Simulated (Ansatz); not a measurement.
# H4MoN2S2: small, medium and large basis sets

An exercise on one series of results from a longer session: the logs are not shown, and one member is left open.

Program: Ansatz 0.2.0, Gaussian basis. Level of theory: one geometry, several basis sets. These are calculated values, not measurements.

Levels to be run: PBE0-D4/def2-SVP; ωB97M-V/def2-SVP; PBE0-D4/def2-QZVPP; ωB97M-V/def2-QZVPP; the functionals' def2-TZVPP values are taken from earlier runs.

### The relaxed structure

An earlier PBE0-D4 in a triple-zeta def2 set relaxation fixed the geometry. Mo takes the def2 core potential; no spin-orbit term is included.

9 atoms, charge 0, spin multiplicity 1.

Atoms are counted from 1 here; the program's logs count them from 0.

Bond lengths: N1–Mo2 1.918 Å, N1–H6 1.008 Å, N1–H7 1.008 Å, Mo2–N3 1.918 Å, Mo2–S4 2.105 Å, Mo2–S5 2.105 Å, N3–H8 1.008 Å, N3–H9 1.008 Å. Angles: Mo2–N1–H6 123.8°, Mo2–N1–H7 123.8°, H6–N1–H7 112.3°, N1–Mo2–N3 111.2°, N1–Mo2–S4 108.0°, N1–Mo2–S5 107.9°, N3–Mo2–S4 107.9°, N3–Mo2–S5 108.0°, S4–Mo2–S5 113.8°, Mo2–N3–H8 123.8°, Mo2–N3–H9 123.8°, H8–N3–H9 112.3°.

The first run:

File in.yaml:

```yaml
crystal:
  periodic: [false, false, false]
  atoms:
    - {symbol: N, position_ang: [-1.187757, 1.022121, -0.495812]}
    - {symbol: Mo, position_ang: [0.372994, -0.091738, -0.476861]}
    - {symbol: N, position_ang: [0.631745, -0.895154, 1.244929]}
    - {symbol: S, position_ang: [0.084624, -1.636633, -1.876660]}
    - {symbol: S, position_ang: [2.042255, 1.123957, -0.883026]}
    - {symbol: H, position_ang: [-2.108092, 0.694727, -0.745979]}
    - {symbol: H, position_ang: [-1.177909, 2.006022, -0.275312]}
    - {symbol: H, position_ang: [1.179909, -0.479038, 1.981915]}
    - {symbol: H, position_ang: [0.250931, -1.790563, 1.509509]}
basis:
  gaussian: {orbitals: def2-SVP}
hamiltonian: {xc: pbe0, dispersion: d4}
output: {orbitals: {seedname: orbitals}}
```

Steps of the session up to this table: PBE0-D4 in def2-SVP; ωB97M-V in def2-SVP; PBE0-D4 in def2-QZVPP; ωB97M-V in def2-QZVPP.

One of the session's tables, all rows but one given; the rest of the session is left out.

It belongs to the step «Density functionals: the series». 

| functional | basis | HOMO (eV) | LUMO (eV) |
| --- | --- | --- | --- |
| PBE0-D4 | def2-SVP | -7.04 | -2.79 |
| PBE0-D4 | def2-TZVPP | -7.08 | -2.88 |
| PBE0-D4 | def2-QZVPP | -7.11 | -2.90 |
| ωB97M-V | def2-SVP | -9.00 | -0.78 |
| ωB97M-V | def2-TZVPP | -9.08 | -0.92 |
| ωB97M-V | def2-QZVPP | ? | ? |

Q: Estimate the row for ωB97M-V, def2-QZVPP from the others.

As computed: HOMO (eV): -9.11; LUMO (eV): -0.97. In the column «HOMO (eV)» it is the lowest.
